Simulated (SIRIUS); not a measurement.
Wanted: the native input for a SIRIUS 7.10.0 run.

```
Task                                        : single point
Functional                                  : PBEsol
Potentials or basis                         : PseudoDojo 0.4.1 PBEsol standard (scalar relativistic)
Cutoff                                      : 1388 eV
Density cutoff                              : 5552 eV
k mesh                                      : 8 × 8 × 5
Occupations                                 : fermi-dirac, width 0.05 eV
Spin                                        : no spin polarisation
Libxc names                                 : ["XC_GGA_X_PBE_SOL", "XC_GGA_C_PBE_SOL"]
Energy tol                                  : 1e-08 Ha
Density tol                                 : 1e-06
Mixer                                       : anderson
Mixing beta                                 : 0.7
Max scf                                     : 100
Radial cutoff for the potentials' integrals : 6.5 bohr
```

Crystal: Cd2S.

```xyz
3
Lattice="3.9627 0.0000 0.0000 -1.9813 3.4318 0.0000 0.0000 0.0000 5.8092" Properties=species:S:1:pos:R:3 pbc="T T T"
Cd    0.0000    2.2878    5.4183
Cd    1.9813    1.1439    3.3620
S     0.0000    2.2878    2.1245
```

The cell comes from a database or a generator and needn't be the stable form of this composition.

One way to write it, as run:

sirius.json

```json
{
  "control": {
    "processing_unit": "cpu",
    "verbosity": 2,
    "num_bands_to_print": 33,
    "print_forces": true,
    "print_stress": true
  },
  "parameters": {
    "electronic_structure_method": "pseudopotential",
    "xc_functionals": ["XC_GGA_X_PBE_SOL", "XC_GGA_C_PBE_SOL"],
    "gk_cutoff": 10.1,
    "pw_cutoff": 20.2,
    "ngridk": [8, 8, 5],
    "shiftk": [0, 0, 0],
    "smearing": "fermi_dirac",
    "smearing_width": 0.0018374661,
    "num_bands": 33,
    "num_mag_dims": 0,
    "num_dft_iter": 100,
    "energy_tol": 1e-08,
    "density_tol": 1e-06
  },
  "iterative_solver": {
    "type": "davidson",
    "min_tolerance": 1e-09,
    "tolerance_scale": [0.1, 0.25]
  },
  "mixer": {
    "type": "anderson",
    "beta": 0.7,
    "max_history": 8
  },
  "settings": {
    "tol_ne": 1e-10,
    "pseudo_grid_cutoff": 6.5
  },
  "unit_cell": {
    "lattice_vectors": [
      [7.488361114867, 0.0, 0.0],
      [-3.744180557434, 6.485110958282, 0.0],
      [0.0, 0.0, 10.977781885367]
    ],
    "atom_coordinate_units": "lattice",
    "atom_types": ["Cd", "S"],
    "atom_files": {
      "S": "S.json",
      "Cd": "Cd.json"
    },
    "atoms": {
      "Cd": [
        [0.3333333333, 0.6666666667, 0.932717],
        [0.6666666667, 0.3333333333, 0.578735]
      ],
      "S": [
        [0.3333333333, 0.6666666667, 0.365705]
      ]
    }
  }
}
```

Potentials or basis: PseudoDojo 0.4.1 PBEsol standard (scalar relativistic).

Command:

```sh
$ upf_to_json S.upf
$ upf_to_json Cd.upf
$ OMP_NUM_THREADS=1 sirius.scf --input=sirius.json --output=out.json --task=0
```

It gave:

| Item | Value |
| --- | --- |
| Pressure | -3.0 GPa |
| Largest force | 0.153 eV/Å |
| Band gap on the k mesh | 0.23 eV |

Caveat: an odd mesh through Γ misses points on the zone boundary, where band edges often lie.

It took 5.4 min on 1 thread of Arm Neoverse V2 (shared host), peak memory 1.1 GiB.
